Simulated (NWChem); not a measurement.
# Plane-wave run on BN (wurtzite type)

```
CELL_PARAMETERS angstrom
      2.63389     0.00000     0.00000
     -1.31695     2.28102     0.00000
      0.00000     0.00000     4.31371
ATOMIC_POSITIONS crystal
  B  0.66667 0.33333 0.00000
  B  0.33333 0.66667 0.50000
  N  0.66667 0.33333 0.62520
  N  0.33333 0.66667 0.12520
```

All runs are NWChem calculations. Origin of the cell: lattice set by a structure generator, not relaxed at this level; this structure type may not be the compound's usual one.

Norm-conserving pseudopotentials with valence charges B 3, N 5, fixed occupations, no spin-orbit coupling, density cut at twice the wavefunction cutoff.

Level: LDA (Vosko), default library, cutoff 40 Ha, density from a 5×5×3 mesh. Bands run along Γ–M–K–Γ–A–L–H–A with k in units of the cell's reciprocal vectors.

Problem. What gap does the band structure show, and how wide is the group of occupied bands?

Solution. It shows an indirect gap along this path of 5.15 eV from Γ to K (smallest direct gap on this path 7.62 eV). The 8 occupied bands reach 19.2 eV below the valence-band top.
